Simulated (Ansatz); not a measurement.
**MgB2: properties at the relaxed cell**

One table from this session's results is given with a row withheld; the runs are named, their logs left out.

Method: DFT PBE, scalar-relativistic, plane waves, PAW, in Ansatz 0.2.0.

### The structure to begin with

It takes space group P6/mmm (No. 191, hexagonal). The conventional cell has a = 3.073 Å, b = 3.073 Å, c = 3.532 Å, α = 90.00°, β = 90.00°, γ = 120.00°. Mg (site symmetry 6/mmm) is surrounded by 12 B at 2.50 Å. B (site symmetry -6m2) is surrounded by 3 B at 1.77 Å and 6 Mg at 2.50 Å.

Structure file:

```xyz
3
Lattice="3.0729 0.0000 0.0000 -1.5364 2.6612 0.0000 0.0000 0.0000 3.5320" Properties=species:S:1:pos:R:3 pbc="T T T"
Mg    0.0000    0.0000    0.0000
B     0.0000    1.7741    1.7660
B     1.5364    0.8871    1.7660
```

This cell was relaxed beforehand with the same method: volume 9.63 Å³/atom, gap on the mesh none (metal).

The first run:

File input.yaml:

```yaml
crystal:
  lattice:
    - [3.0418569918, 0.0, 0.0]
    - [-1.5209284959, 2.6343254296, 0.0]
    - [0.0, 0.0, 3.4963226498]
  atoms:
    - { symbol: Mg, position: [0.0, 0.0, 0.0] }
    - { symbol: B, position: [0.3333333333, 0.6666666667, 0.5] }
    - { symbol: B, position: [0.6666666667, 0.3333333333, 0.5] }
basis:
  ecutwfc: 420
kpoints:
  mp_grid: { grid: [15, 15, 12] }
hamiltonian:
  xc: pbe
scf:
  occupations: { method: gaussian, width: 0.1 }
output:
  forces: true
  stress: true
  eigenvalues: true
relax:
  adjacent_minimum: "off"
  f_tol: 0.01
  max_steps: 30
  cell: { stress_tol: 0.1, fix: [volume] }
```

The run is started by

```sh
> ansatz run input.yaml --threads 1 --pin off --max-ram 2560MiB --backend cpu --events-out ev --progress --plain --runs-dir out
```

Steps of the session up to this table: The cell scaled to 0.97 of its volume; The cell scaled to 1.03 of its volume; The cell scaled to 0.94 of its volume; Point at V/V0 = 1.06; The cell scaled to 0.91 of its volume; The cell scaled to 1.10 of its volume; The cell scaled to 0.88 of its volume.

One table of the session follows, with a row left open; its other results are not shown here.

It belongs to the step «Equation of state». 

| volume (Å³/atom) | energy above the lowest point (meV/atom) | pressure (GPa) |
| --- | --- | --- |
| 8.472 | 75.2 | 22.97 |
| 8.761 | 40.3 | 15.97 |
| 9.050 | 17.1 | 9.89 |
| 9.339 | 4.1 | 4.61 |
| 9.628 | 0.0 | 0.00 |
| 9.917 | ? | ? |
| 10.205 | 14.1 | -7.50 |
| 10.591 | 37.1 | -11.49 |

Estimate the missing values for volume (Å³/atom) = 9.917.

Worked estimate for «energy above the lowest point (meV/atom)». A straight line through the neighbours (9.628, 0.0) and (10.205, 14.1) gives 0.0 + (14.1 − 0.0) × (9.917 − 9.628) / (10.205 − 9.628) = 7.1; a parabola fitted to 4 rows on both sides gives 3.8.

As computed: energy above the lowest point (meV/atom): 3.7; pressure (GPa): -4.02. In «energy above the lowest point (meV/atom)» the line misses by +3.4 and the parabola by +0.1.
